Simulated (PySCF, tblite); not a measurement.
# C6H13ClGeO: geometry, infrared bands and NMR shifts

Aim: predict the infrared bands and NMR shifts of C6H13ClGeO (`C[O][Ge]1([Cl])[CH2]CCC[CH2]1`).

Programs: tblite 0.8.0 and PySCF 2.14.0, with density-fitted response routines of our own. Each step states its level of theory. These are calculated values for one molecule in the gas phase, unless marked as measured. Atoms count from 0, in the outputs and in this text.

## 1. The starting structure

22 atoms, charge 0, multiplicity 1; geometry from: force field or distance geometry start.

Bonds of the start (Å): C0–O1 1.41, O1–Ge2 1.80, Ge2–Cl3 2.15, Ge2–C4 1.95, C4–C5 1.53, C5–C6 1.54, C6–C7 1.55, C7–C8 1.53, C8–Ge2 1.95, C0–H9 1.12, C0–H10 1.10, C0–H11 1.11, C4–H12 1.11, C4–H13 1.12, C5–H14 1.10, C5–H15 1.13, C6–H16 1.11, C6–H17 1.11, C7–H18 1.11, C7–H19 1.11, C8–H20 1.11, C8–H21 1.11.

## 2. Geometry optimisation with GFN2-xTB

Job settings and geometry (Å):

```
{"job": {"kind": "relax", "xc": "GFN2-xTB", "basis": "xTB"}, "charge": 0, "multiplicity": 1}
C      3.319100     0.407600    -0.358600
O      2.422800    -0.623100    -0.705200
Ge     0.929000    -0.420600     0.272700
Cl     1.304000    -0.624900     2.382100
C     -0.416400    -1.714100    -0.280800
C     -1.802800    -1.285600     0.208000
C     -2.205100     0.116400    -0.295100
C     -1.392600     1.250500     0.376100
C      0.062900     1.283900    -0.095000
H      2.887200     1.400300    -0.633500
H      4.247000     0.271900    -0.933000
H      3.569900     0.380300     0.724200
H     -0.158600    -2.706800     0.137000
H     -0.411900    -1.776000    -1.399800
H     -2.546300    -2.015400    -0.152500
H     -1.824200    -1.310200     1.334300
H     -3.278100     0.270300    -0.044100
H     -2.108900     0.162900    -1.397800
H     -1.435900     1.143600     1.484200
H     -1.869000     2.218700     0.121600
H      0.096100     1.492500    -1.183700
H      0.601600     2.097000     0.438300
```

The run is started by

```
> OMP_NUM_THREADS=1 python probes_run.py task.json out
```

The driver reads the jobs from task.json and runs them one after another.

**Question.** This job is followed by: GFN2-xTB harmonic vibrations, gas phase; GIAO PBE0/pcSseg-1 NMR shielding, non-relativistic, gas phase. What will the session give for the following? strongest single infrared mode (GFN2-xTB); zero-point energy (GFN2-xTB); 13C shifts against TMS (PBE0/pcSseg-1, means over atoms taken as alike); 1H shifts against TMS (PBE0/pcSseg-1, means over atoms taken as alike); 17O shifts against H2O (PBE0/pcSseg-1); 73Ge shifts against GeMe4 (PBE0/pcSseg-1); 35Cl shifts against HCl (PBE0/pcSseg-1).

The runs gave:

```
                                                               quantity                                         value
                              strongest single infrared mode (GFN2-xTB)                         1051 cm⁻¹, 157 km/mol
                                           zero-point energy (GFN2-xTB)                                112.5 kcal/mol
13C shifts against TMS (PBE0/pcSseg-1, means over atoms taken as alike)                    54.9, 33.0, 31.0, 30.3 ppm
 1H shifts against TMS (PBE0/pcSseg-1, means over atoms taken as alike)  3.88, 2.18, 1.83, 1.68, 1.55, 1.42, 1.03 ppm
                                 17O shifts against H2O (PBE0/pcSseg-1)                                      48.0 ppm
                              73Ge shifts against GeMe4 (PBE0/pcSseg-1)                                       103 ppm
                                35Cl shifts against HCl (PBE0/pcSseg-1)                                        -8 ppm
```

In words: Over 81 steps the energy fell by 0.368 eV; of the close pairs, Ge2–C8 changed most, 1.947 to 2.011 Å. No mode is imaginary among the 60: a minimum at this level. The strongest single mode, at 1051 cm⁻¹, moves mainly O1 and C0. GFN2-xTB is a fitted tight-binding method: band positions and strengths are rough. Its intensities can rank the bands wrongly. The most deshielded carbon is C0 (methyl carbon bonded to O), at 54.9 ppm: pulled downfield by the heteroatom. H9, H10, H11 (mean) (hydrogen on a methyl carbon bonded to O) lies farthest downfield among hydrogen, at 3.88 ppm; its carbon carries O, which withdraws density. Spin-orbit coupling is left out, which matters for shieldings and couplings at and beside the heavy atoms.
